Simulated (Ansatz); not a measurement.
# YSi2: a line through a two-coordinate scan

One line of a two-coordinate grid on YSi₂ (P6/mmm, No. 191; 3 atoms in the cell): c/a of the conventional cell is varied, at volume per atom = 19.34 Å³.

Method: DFT PBEsol, scalar-relativistic, plane waves, PAW, in Ansatz 0.2.0.

### 1 The starting structure

Symmetry: P6/mmm, No. 191, hexagonal system. The conventional cell has a = 4.062 Å, b = 4.062 Å, c = 3.902 Å, α = 90.00°, β = 90.00°, γ = 120.00°. Around Y (site symmetry 6/mmm) lie 12 Si at 3.05 Å. Si (site symmetry -6m2) is surrounded by 3 Si at 2.35 Å and 6 Y at 3.05 Å.

Structure file:

```cif
data_structure
_symmetry_space_group_name_H-M 'P6/mmm'
_symmetry_Int_Tables_number 191
_cell_length_a 4.0625
_cell_length_b 4.0625
_cell_length_c 3.9024
_cell_angle_alpha 90.000
_cell_angle_beta 90.000
_cell_angle_gamma 120.000
_cell_volume 55.78
loop_
_atom_site_label
_atom_site_type_symbol
_atom_site_symmetry_multiplicity
_atom_site_Wyckoff_symbol
_atom_site_fract_x
_atom_site_fract_y
_atom_site_fract_z
_atom_site_occupancy
Y1 Y 1 a 0.00000 0.00000 0.00000 1
Si1 Si 2 d 0.33333 0.66667 0.50000 1
```

It is the result of an earlier relaxation at this level (volume 18.59 Å³/atom; gap on the mesh: none (metal)).

### 2 Plan of the line

The energy is mapped over volume and the cell's shape.

The axes are (1) volume per atom: 9 values from 15.62 to 21.57 Å³; (2) c/a of the conventional cell: 9 values from 0.852 to 1.084.

Nothing else is relaxed (symmetry fixes all fractional coordinates). Energies count from the relaxed crystal. Points are written as (first, second).

### 3 Grid point (19.34 Å³, 0.852)

Contents of input.yaml:

```yaml
crystal:
  lattice:
    - [4.2847373247, 0.0, 0.0]
    - [-2.1423686623, 3.7106913718, 0.0]
    - [0.0, 0.0, 3.648453832]
  atoms:
    - { symbol: "Y", position: [0.0, 0.0, 0.0] }
    - { symbol: Si, position: [0.3333333333, 0.6666666667, 0.5] }
    - { symbol: Si, position: [0.6666666667, 0.3333333333, 0.5] }
basis:
  ecutwfc: 420
kpoints:
  mp_grid: { grid: [12, 12, 12] }
hamiltonian:
  xc: pbesol
scf:
  occupations: { method: methfessel_paxton, width: 0.35 }
output:
  forces: true
  stress: true
  eigenvalues: true
```

The run is started by

```
$ ansatz run input.yaml --threads 1 --pin off --max-ram 2048MiB --backend cpu --events-out ev --progress --plain --runs-dir out
```

The log of the run, cut to the lines that bear on the results:

```text
Warning: RAYON_NUM_THREADS=1 ignored (pool sized by the plan → 1); use --threads N
[...]
Pseudopotentials: kind: paw
Pseudopotential: Y, paw, valence charge 11, recommended cutoff 420 eV (normal), Y.paw.azcp
Pseudopotential: Si, paw, valence charge 4, recommended cutoff 420 eV (normal), Si.paw.azcp
Functional definition: PBEsol
[...]
Crystal: 3 atoms, lattice volume = 58.008 Å³
Basis set: ecut = 420 eV, 1147 PW (Γ), exchange–correlation on 60×60×50 points (8 copies of the dense FFT grid, shifted against one another)
Bands: 14, of which v1, the nominal top of the filled ones, is band 10 counted from 1 (9 counted from 0)
Symmetry: 24 space group operations
Space group: P6/mmm (ITA 191), of the structure as read, at distance tolerance 3.9e-5 Å
k-points: 133 of 1728
[...]
SCF iter   1: F=—  HF=-5039.729551 eV  |F-HF|=—  |Δ(HF+E_count)|=         —  Δρ=1.75e-3  dr2=1.50e-3  ethr=1.77e-3  ⟨swp⟩=4.7  Hψ=10197  notcnv=0
[...]
SCF iter   6: F=-5039.729020 eV  HF=-5039.729020 eV  |F-HF|=1.14e-8  |Δ(HF+E_count)|=   1.24e-7  S|Δr|=    0.00e0  Δρ=6.02e-6  dr2=1.83e-8  ethr=5.26e-10  ⟨swp⟩=5.2  Hψ=8661  notcnv=0
[...]
SCF converged after 6 iterations
Stability not checked: this state was not tested for a lower state beside it, because cold or Methfessel-Paxton smearing, or corrected tetrahedra, fill the levels in a way that the test cannot read (fill_not_monotonic; see scf.lower_state_search)
Free energy (F): -5039.729020 eV
[...]
E sigma→0 (E₀):  -5039.729305 eV
Entropy (-TS):   0.001140 eV (0.380 meV/atom)
Fermi energy:    10.576582 eV
[...]
--- Forces (eV/Å), atoms counted from 1 ---
  atom   1  Y      0.00000000    -0.00000000     0.00000000
  atom   2  Si    -0.00000000    -0.00000000    -0.00000000
  atom   3  Si     0.00000000     0.00000000     0.00000000
[...]
--- Stress (GPa, compression-positive) ---
       -7.742676      -0.000000      -0.000000
        0.000000      -7.742676      -0.000000
       -0.000000      -0.000000       3.204134
  P = ⅓ Tr σ = -4.0937 GPa (-40.937 kbar)
--- Band table (eV; the first three rows and the last of 133) ---
  k-point 0: bands = ["-31.8397", "-11.9099", "-11.9099", "-11.7699", "-0.9961", "6.9756", "6.9756", "8.2198", "9.5906", "9.8566", "11.4623", "11.4623", "13.5096", "13.5096"]
[...]
```

It took 4.7 s on 1 thread of Arm Neoverse V2, shared host; peak memory 0.37 GiB.

That is 63 meV/atom from the zero.

### 4 Grid point (19.34 Å³, 0.877)

input.yaml: that of step 3 with these lines changed.

```diff
@@ -2,5 +2,5 @@
   lattice:
-    - [4.2847373247, 0.0, 0.0]
-    - [-2.1423686623, 3.7106913718, 0.0]
-    - [0.0, 0.0, 3.648453832]
+    - [4.241993953, 0.0, 0.0]
+    - [-2.1209969765, 3.6736745261, 0.0]
+    - [0.0, 0.0, 3.7223496938]
   atoms:
```

The run is started by

```
$ ansatz run input.yaml --threads 1 --pin off --max-ram 2048MiB --backend cpu --events-out ev --progress --plain --runs-dir out
```

The log of the run, cut to the lines that bear on the results:

```text
[...]
SCF converged after 5 iterations
Stability not checked: this state was not tested for a lower state beside it, because cold or Methfessel-Paxton smearing, or corrected tetrahedra, fill the levels in a way that the test cannot read (fill_not_monotonic; see scf.lower_state_search)
Free energy (F): -5039.798781 eV
[...]
E sigma→0 (E₀):  -5039.798353 eV
Entropy (-TS):   -0.001713 eV (-0.571 meV/atom)
Fermi energy:    10.606379 eV
[...]
--- Forces (eV/Å), atoms counted from 1 ---
  atom   1  Y      0.00000000     0.00000000     0.00000000
  atom   2  Si    -0.00000000    -0.00000000     0.00000000
  atom   3  Si    -0.00000000     0.00000000     0.00000000
[...]
--- Stress (GPa, compression-positive) ---
       -6.713275       0.000000      -0.000000
        0.000000      -6.713275      -0.000000
       -0.000000      -0.000000       1.587445
  P = ⅓ Tr σ = -3.9464 GPa (-39.464 kbar)
--- Band table (eV; the first three rows and the last of 133) ---
  k-point 0: bands = ["-31.8514", "-11.9106", "-11.9106", "-11.8082", "-1.0613", "7.0491", "7.0491", "8.4788", "9.5332", "9.5427", "11.5208", "11.5208", "13.4111", "13.4111"]
[...]
```

Run time: 4.6 s. Hardware: 1 thread of Arm Neoverse V2, shared host; peak memory 0.37 GiB.

That is 40 meV/atom from the zero.

### 5 The run at (19.34 Å³, 0.904)

input.yaml: that of step 4 with these lines changed.

```diff
@@ -2,5 +2,5 @@
   lattice:
-    - [4.241993953, 0.0, 0.0]
-    - [-2.1209969765, 3.6736745261, 0.0]
-    - [0.0, 0.0, 3.7223496938]
+    - [4.1995127317, 0.0, 0.0]
+    - [-2.0997563658, 3.6368847092, 0.0]
+    - [0.0, 0.0, 3.7980393145]
   atoms:
```

The run is started by

```
$ ansatz run input.yaml --threads 1 --pin off --max-ram 2048MiB --backend cpu --events-out ev --progress --plain --runs-dir out
```

The log of the run, cut to the lines that bear on the results:

```text
Warning: RAYON_NUM_THREADS=1 ignored (pool sized by the plan → 1); use --threads N
[...]
Pseudopotentials: kind: paw
Pseudopotential: Y, paw, valence charge 11, recommended cutoff 420 eV (normal), Y.paw.azcp
Pseudopotential: Si, paw, valence charge 4, recommended cutoff 420 eV (normal), Si.paw.azcp
Functional definition: PBEsol
[...]
Crystal: 3 atoms, lattice volume = 58.008 Å³
Basis set: ecut = 420 eV, 1147 PW (Γ), exchange–correlation on 60×60×54 points (8 copies of the dense FFT grid, shifted against one another)
Bands: 14, of which v1, the nominal top of the filled ones, is band 10 counted from 1 (9 counted from 0)
Symmetry: 24 space group operations
Space group: P6/mmm (ITA 191), of the structure as read, at distance tolerance 3.9e-5 Å
k-points: 133 of 1728
[...]
SCF iter   1: F=—  HF=-5039.850663 eV  |F-HF|=—  |Δ(HF+E_count)|=         —  Δρ=2.18e-3  dr2=3.02e-3  ethr=1.77e-3  ⟨swp⟩=4.7  Hψ=10042  notcnv=0
[...]
Free energy (F): -5039.849745 eV
[...]
E sigma→0 (E₀):  -5039.848741 eV
Entropy (-TS):   -0.004018 eV (-1.339 meV/atom)
Fermi energy:    10.632530 eV
Step filling:    the computed levels leave a gap of 0.0069 eV = 0.0 smearing widths at the electron count; against every level under it full and every level over it empty, smearing changes F+E_penalty+E_count by +0.245 meV and its σ→0 estimate by +1.249 meV
[...]
--- Forces (eV/Å), atoms counted from 1 ---
  atom   1  Y     -0.00000000     0.00000000     0.00000000
  atom   2  Si    -0.00000000    -0.00000000    -0.00000000
  atom   3  Si    -0.00000000     0.00000000     0.00000000
[...]
--- Stress (GPa, compression-positive) ---
       -5.660548       0.000000      -0.000000
        0.000000      -5.660548      -0.000000
       -0.000000      -0.000000       0.031114
  P = ⅓ Tr σ = -3.7633 GPa (-37.633 kbar)
--- Band table (eV; the first three rows and the last of 133) ---
  k-point 0: bands = ["-31.8659", "-11.9129", "-11.9129", "-11.8466", "-1.1296", "7.1260", "7.1260", "8.7434", "9.2264", "9.4844", "11.5801", "11.5801", "13.3277", "13.3277"]
[...]
```

Run time: 4.7 s. Hardware: 1 thread of Arm Neoverse V2, shared host; peak memory 0.38 GiB.

That is 23 meV/atom from the zero.

### 6 The run at (19.34 Å³, 0.932)

input.yaml: that of step 5 with these lines changed.

```diff
@@ -2,5 +2,5 @@
   lattice:
-    - [4.1995127317, 0.0, 0.0]
-    - [-2.0997563658, 3.6368847092, 0.0]
-    - [0.0, 0.0, 3.7980393145]
+    - [4.1574935503, 0.0, 0.0]
+    - [-2.0787467751, 3.6004950306, 0.0]
+    - [0.0, 0.0, 3.8751997382]
   atoms:
```

The run is started by

```
$ ansatz run input.yaml --threads 1 --pin off --max-ram 2048MiB --backend cpu --events-out ev --progress --plain --runs-dir out
```

The log of the run, cut to the lines that bear on the results:

```text
Warning: RAYON_NUM_THREADS=1 ignored (pool sized by the plan → 1); use --threads N
[...]
Pseudopotentials: kind: paw
Pseudopotential: Y, paw, valence charge 11, recommended cutoff 420 eV (normal), Y.paw.azcp
Pseudopotential: Si, paw, valence charge 4, recommended cutoff 420 eV (normal), Si.paw.azcp
Functional definition: PBEsol
[...]
Crystal: 3 atoms, lattice volume = 58.008 Å³
Basis set: ecut = 420 eV, 1147 PW (Γ), exchange–correlation on 60×60×54 points (8 copies of the dense FFT grid, shifted against one another)
Bands: 14, of which v1, the nominal top of the filled ones, is band 10 counted from 1 (9 counted from 0)
Symmetry: 24 space group operations
Space group: P6/mmm (ITA 191), of the structure as read, at distance tolerance 3.9e-5 Å
k-points: 133 of 1728
[...]
SCF iter   1: F=—  HF=-5039.882907 eV  |F-HF|=—  |Δ(HF+E_count)|=         —  Δρ=2.23e-3  dr2=3.52e-3  ethr=1.77e-3  ⟨swp⟩=4.7  Hψ=10002  notcnv=0
[...]
SCF converged after 6 iterations
Stability not checked: this state was not tested for a lower state beside it, because cold or Methfessel-Paxton smearing, or corrected tetrahedra, fill the levels in a way that the test cannot read (fill_not_monotonic; see scf.lower_state_search)
Free energy (F): -5039.881838 eV
[...]
E sigma→0 (E₀):  -5039.880620 eV
Entropy (-TS):   -0.004870 eV (-1.623 meV/atom)
Fermi energy:    10.656102 eV
[...]
--- Forces (eV/Å), atoms counted from 1 ---
  atom   1  Y     -0.00000000    -0.00000000     0.00000000
  atom   2  Si    -0.00000000     0.00000000     0.00000000
  atom   3  Si     0.00000000    -0.00000000     0.00000000
[...]
--- Stress (GPa, compression-positive) ---
       -4.600769       0.000000       0.000000
        0.000000      -4.600769      -0.000000
        0.000000      -0.000000      -1.482965
  P = ⅓ Tr σ = -3.5615 GPa (-35.615 kbar)
--- Band table (eV; the first three rows and the last of 133) ---
  k-point 0: bands = ["-31.8818", "-11.9161", "-11.9161", "-11.8828", "-1.2007", "7.2058", "7.2058", "8.9366", "9.0122", "9.4176", "11.6411", "11.6411", "13.2609", "13.2609"]
[...]
```

Wall time 4.8 s (1 thread of Arm Neoverse V2, shared host); peak memory 0.37 GiB.

That is 12 meV/atom from the zero.

### 7 The run at (19.34 Å³, 0.961)

input.yaml: that of step 6 with these lines changed.

```diff
@@ -2,5 +2,5 @@
   lattice:
-    - [4.1574935503, 0.0, 0.0]
-    - [-2.0787467751, 3.6004950306, 0.0]
-    - [0.0, 0.0, 3.8751997382]
+    - [4.1159830808, 0.0, 0.0]
+    - [-2.0579915404, 3.5645459096, 0.0]
+    - [0.0, 0.0, 3.9537581365]
   atoms:
```

The run is started by

```
$ ansatz run input.yaml --threads 1 --pin off --max-ram 2048MiB --backend cpu --events-out ev --progress --plain --runs-dir out
```

The log of the run, cut to the lines that bear on the results:

```text
[...]
SCF converged after 7 iterations
Stability not checked: this state was not tested for a lower state beside it, because cold or Methfessel-Paxton smearing, or corrected tetrahedra, fill the levels in a way that the test cannot read (fill_not_monotonic; see scf.lower_state_search)
Free energy (F): -5039.894748 eV
[...]
E sigma→0 (E₀):  -5039.893859 eV
Entropy (-TS):   -0.003557 eV (-1.186 meV/atom)
Fermi energy:    10.683598 eV
[...]
--- Forces (eV/Å), atoms counted from 1 ---
  atom   1  Y     -0.00000000     0.00000000     0.00000000
  atom   2  Si     0.00000000     0.00000000     0.00000000
  atom   3  Si     0.00000000    -0.00000000     0.00000000
[...]
--- Stress (GPa, compression-positive) ---
       -3.469551      -0.000000       0.000000
       -0.000000      -3.469551       0.000000
        0.000000       0.000000      -3.072395
  P = ⅓ Tr σ = -3.3372 GPa (-33.372 kbar)
--- Band table (eV; the first three rows and the last of 133) ---
  k-point 0: bands = ["-31.8984", "-11.9198", "-11.9198", "-11.9166", "-1.2738", "7.2885", "7.2885", "8.6624", "9.2847", "9.3430", "11.7050", "11.7050", "13.2108", "13.2108"]
[...]
```

Wall time 4.5 s (1 thread of Arm Neoverse V2, shared host); peak memory 0.37 GiB.

On the map this point reads 8 meV/atom.

### 8 Point (19.34 Å³, 0.990)

input.yaml: that of step 7 with these lines changed.

```diff
@@ -2,5 +2,5 @@
   lattice:
-    - [4.1159830808, 0.0, 0.0]
-    - [-2.0579915404, 3.5645459096, 0.0]
-    - [0.0, 0.0, 3.9537581365]
+    - [4.0748099248, 0.0, 0.0]
+    - [-2.0374049624, 3.5288889105, 0.0]
+    - [0.0, 0.0, 4.0340618255]
   atoms:
```

The run is started by

```
$ ansatz run input.yaml --threads 1 --pin off --max-ram 2048MiB --backend cpu --events-out ev --progress --plain --runs-dir out
```

The log of the run, cut to the lines that bear on the results:

```text
[...]
SCF converged after 7 iterations
Stability not checked: this state was not tested for a lower state beside it, because cold or Methfessel-Paxton smearing, or corrected tetrahedra, fill the levels in a way that the test cannot read (fill_not_monotonic; see scf.lower_state_search)
Free energy (F): -5039.887101 eV
[...]
E sigma→0 (E₀):  -5039.886327 eV
Entropy (-TS):   -0.003093 eV (-1.031 meV/atom)
Fermi energy:    10.715299 eV
[...]
--- Forces (eV/Å), atoms counted from 1 ---
  atom   1  Y      0.00000000     0.00000000     0.00000000
  atom   2  Si    -0.00000000     0.00000000     0.00000000
  atom   3  Si    -0.00000000    -0.00000000     0.00000000
[...]
--- Stress (GPa, compression-positive) ---
       -2.215980       0.000000       0.000000
       -0.000000      -2.215980       0.000000
        0.000000       0.000000      -4.735763
  P = ⅓ Tr σ = -3.0559 GPa (-30.559 kbar)
--- Band table (eV; the first three rows and the last of 133) ---
  k-point 0: bands = ["-31.9159", "-11.9486", "-11.9238", "-11.9238", "-1.3493", "7.3742", "7.3742", "8.4019", "9.2610", "9.5626", "11.7720", "11.7720", "13.1769", "13.1769"]
[...]
```

Wall time 4.5 s (1 thread of Arm Neoverse V2, shared host); peak memory 0.37 GiB.

That is 11 meV/atom from the zero.

### 9 Grid point (19.34 Å³, 1.020)

input.yaml: that of step 8 with these lines changed.

```diff
@@ -2,5 +2,5 @@
   lattice:
-    - [4.0748099248, 0.0, 0.0]
-    - [-2.0374049624, 3.5288889105, 0.0]
-    - [0.0, 0.0, 4.0340618255]
+    - [4.034067164, 0.0, 0.0]
+    - [-2.017033582, 3.4936046446, 0.0]
+    - [0.0, 0.0, 4.1159587274]
   atoms:
```

The run is started by

```
$ ansatz run input.yaml --threads 1 --pin off --max-ram 2048MiB --backend cpu --events-out ev --progress --plain --runs-dir out
```

The log of the run, cut to the lines that bear on the results:

```text
[...]
SCF converged after 7 iterations
Stability not checked: this state was not tested for a lower state beside it, because cold or Methfessel-Paxton smearing, or corrected tetrahedra, fill the levels in a way that the test cannot read (fill_not_monotonic; see scf.lower_state_search)
Free energy (F): -5039.857830 eV
[...]
E sigma→0 (E₀):  -5039.856766 eV
Entropy (-TS):   -0.004258 eV (-1.419 meV/atom)
Fermi energy:    10.746127 eV
[...]
--- Forces (eV/Å), atoms counted from 1 ---
  atom   1  Y      0.00000000     0.00000000     0.00000000
  atom   2  Si    -0.00000000    -0.00000000     0.00000000
  atom   3  Si    -0.00000000     0.00000000    -0.00000000
[...]
--- Stress (GPa, compression-positive) ---
       -0.849624       0.000000      -0.000000
       -0.000000      -0.849624      -0.000000
       -0.000000      -0.000000      -6.389897
  P = ⅓ Tr σ = -2.6964 GPa (-26.964 kbar)
--- Band table (eV; the first three rows and the last of 133) ---
  k-point 0: bands = ["-31.9345", "-11.9800", "-11.9284", "-11.9284", "-1.4267", "7.4625", "7.4625", "8.1555", "9.1725", "9.8465", "11.8412", "11.8412", "13.1583", "13.1583"]
[...]
```

Run time: 4.6 s. Hardware: 1 thread of Arm Neoverse V2, shared host; peak memory 0.37 GiB.

On the map this point reads 20 meV/atom.

### 10 The run at (19.34 Å³, 1.052)

input.yaml: that of step 9 with these lines changed.

```diff
@@ -2,5 +2,5 @@
   lattice:
-    - [4.034067164, 0.0, 0.0]
-    - [-2.017033582, 3.4936046446, 0.0]
-    - [0.0, 0.0, 4.1159587274]
+    - [3.9937664206, 0.0, 0.0]
+    - [-1.9968832103, 3.458703177, 0.0]
+    - [0.0, 0.0, 4.1994453913]
   atoms:
```

The run is started by

```
$ ansatz run input.yaml --threads 1 --pin off --max-ram 2048MiB --backend cpu --events-out ev --progress --plain --runs-dir out
```

The log of the run, cut to the lines that bear on the results:

```text
[...]
SCF converged after 7 iterations
Stability not checked: this state was not tested for a lower state beside it, because cold or Methfessel-Paxton smearing, or corrected tetrahedra, fill the levels in a way that the test cannot read (fill_not_monotonic; see scf.lower_state_search)
Free energy (F): -5039.806370 eV
[...]
E sigma→0 (E₀):  -5039.804824 eV
Entropy (-TS):   -0.006182 eV (-2.061 meV/atom)
Fermi energy:    10.779704 eV
[...]
--- Forces (eV/Å), atoms counted from 1 ---
  atom   1  Y      0.00000000     0.00000000     0.00000000
  atom   2  Si     0.00000000     0.00000000     0.00000000
  atom   3  Si     0.00000000    -0.00000000    -0.00000000
[...]
--- Stress (GPa, compression-positive) ---
        0.602263       0.000000      -0.000000
        0.000000       0.602263      -0.000000
       -0.000000      -0.000000      -8.028810
  P = ⅓ Tr σ = -2.2748 GPa (-22.748 kbar)
--- Band table (eV; the first three rows and the last of 133) ---
  k-point 0: bands = ["-31.9529", "-12.0095", "-11.9321", "-11.9321", "-1.5065", "7.5527", "7.5527", "7.9215", "9.0790", "10.1356", "11.9124", "11.9124", "13.1552", "13.1552"]
[...]
```

Wall time 4.7 s (1 thread of Arm Neoverse V2, shared host); peak memory 0.37 GiB.

On the map this point reads 38 meV/atom.

### 11 Results

| c/a of the conventional cell | step | energy (meV/atom) | slope (meV/atom per unit) | pressure (GPa) |
| --- | --- | --- | --- | --- |
| 0.852 | 3 | 63 | −1034 | −4.09 |
| 0.877 | 4 | 40 | −761 | −3.95 |
| 0.904 | 5 | 23 | −506 | −3.76 |
| 0.932 | 6 | 12 | −269 | −3.56 |
| 0.961 | 7 | 8 | −33 | −3.34 |
| 0.990 | 8 | 11 | 205 | −3.06 |
| 1.020 | 9 | 20 | 437 | −2.70 |
| 1.052 | 10 | 38 | 660 | −2.27 |
| 1.084 | – | 62 | 885 | −1.72 |

Energies count from the relaxed crystal. Rows without a step come from runs not printed here or follow by symmetry. Slopes come from the forces and the stress, not from differences of energies.

The lowest point of the line is at 0.961, 8 meV/atom from the zero. A fit to energies and slopes at the lowest point and its two neighbours puts the minimum at 0.9647, with a curvature of about 8200 meV/atom per (unit)². The highest point, at 0.852, lies 55 meV/atom above the lowest. This is one cut through a surface in two coordinates; the map's lowest point lies off it.
